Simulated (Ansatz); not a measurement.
Working through a single point in a Gaussian basis of CH5AlBP, SMILES [PH2][Al]1[BH][CH2]1

With the Python package of Ansatz (0.2.0).

Typed at the interpreter:
```pycon
>>> from pathlib import Path
>>> import ansatz as az
>>> import numpy as np
>>> GEOMETRY = """
... P    -0.24270    2.40910   -1.08670
... Al    0.16040    0.39860   -0.09200
... B     1.26060   -1.34720    0.39780
... C    -0.12300   -1.08270    0.96980
... H    -0.43980    1.86910   -2.44050
... H    -1.70810    2.41640   -0.78310
... H     2.29510   -2.00900    0.34320
... H    -0.89880   -1.79720    0.56320
... H    -0.21530   -0.90350    2.11110
... """
>>> molecule = az.Crystal.molecule()
>>> for line in GEOMETRY.strip().splitlines():
...     symbol, *xyz = line.split()
...     molecule = molecule.atom(symbol, [float(v) for v in xyz])
...
>>> job = (
...     molecule.calculation()
...     .basis(gaussian="6-31G*")
...     .functional("b3lyp")  # level of theory
...     .accuracy("high")  # preset for grids and thresholds
...     .forces()  # eV per angstrom
...     .orbitals()
... )
>>> res = job.run(runs_dir="runs")

>>> r = res.report
>>> r["mean_field"]["state"]["spin_squared"]
-1.4210854715202004e-14
>>> r["n_occupied"], r["n_virtual"]
([22, 22], [56, 56])
>>> for key in ("converged", "free_energy_ev", "reference_energy_ev", "n_frozen", "n_occupied", "n_virtual"):
...     print(f"{key:22s} {r[key]}")
...
converged              True
free_energy_ev         -17677.52472024133
reference_energy_ev    -17677.52472024133
n_frozen               0
n_occupied             [22, 22]
n_virtual              [56, 56]
>>> state = r["mean_field"]["state"]
>>> print(f"mean field: {state['energy']['hartree']:.7f} Ha, <S^2> = {abs(state['spin_squared']):.4f}, stability: {state.get('stability', {}).get('kind')}")
mean field: -649.6370512 Ha, <S^2> = 0.0000, stability: minimum
>>> symbols = [site.symbol for site in molecule.cartesian_sites]
>>> forces = np.array(r["forces_ev_ang"])
>>> print("largest force", round(float(np.linalg.norm(forces, axis=1).max()), 4), "eV/A, rms", round(float(np.sqrt((forces ** 2).mean())), 4))
largest force 4.1633 eV/A, rms 1.2072
>>> charges = r["charge_distribution"]
>>> dipole = np.array(charges["dipole_moment_e_ang"]) * 4.803205
>>> print("dipole (D): {:.3f} {:.3f} {:.3f}, length {:.3f}".format(*dipole, np.linalg.norm(dipole)))
dipole (D): -1.782 -0.624 0.792, length 2.048
>>> print("atom  Mulliken   Lowdin")
atom  Mulliken   Lowdin
>>> for symbol, m, l in zip(symbols, charges["mulliken_charges_e"], charges["lowdin_charges_e"]):
...     print(f"{symbol:4s} {m:9.3f} {l:8.3f}")
...
P       -0.153    0.040
Al       0.182   -0.103
B        0.221   -0.074
C       -0.640   -0.362
H        0.031    0.040
H        0.009    0.021
H       -0.006    0.037
H        0.188    0.210
H        0.169    0.190
>>> lines = Path(r["orbitals_path"]).read_text().splitlines()
>>> field_of = lambda key: [line.split("=")[1].strip() for line in lines if line.startswith(key)]
>>> orbitals = [(27.211386 * float(e), s, float(n)) for e, s, n in zip(field_of("Ene="), field_of("Spin="), field_of("Occup="))]
>>> homo = max(e for e, _, n in orbitals if n > 0.5)
>>> lumo = min(e for e, _, n in orbitals if n < 0.5)
>>> print(f"HOMO {homo:.3f} eV, LUMO {lumo:.3f} eV, gap {lumo - homo:.3f} eV")
HOMO -4.436 eV, LUMO -2.205 eV, gap 2.231 eV
```

Notes:
- These settings explore the input space; basis and method may be short of convergence.
- The geometry is a force-field or estimated start, not a minimum of this method, and the basis set is short of its limit.
- The Löwdin charges here are taken after orthogonalising the functions within each atom; they differ from plain Löwdin charges, and their signs can be unphysical.
- b3lyp holds the VWN-RPA fit, as in Gaussian; the form of ORCA and Turbomole is b3lyp5.
- Levels such as HOMO and LUMO are orbital energies: with these approximate functionals they aren't the ionisation energy and electron affinity, and their gap isn't the fundamental gap.
- The orbitals are restricted, and with so small a gap a broken-symmetry state can lie lower.
- Finished in 12 s on 1 thread of Arm Neoverse V1, with other jobs on the host, peak memory 0.33 GiB.

(Lines on the test bed's own set-up are left out of the output.)
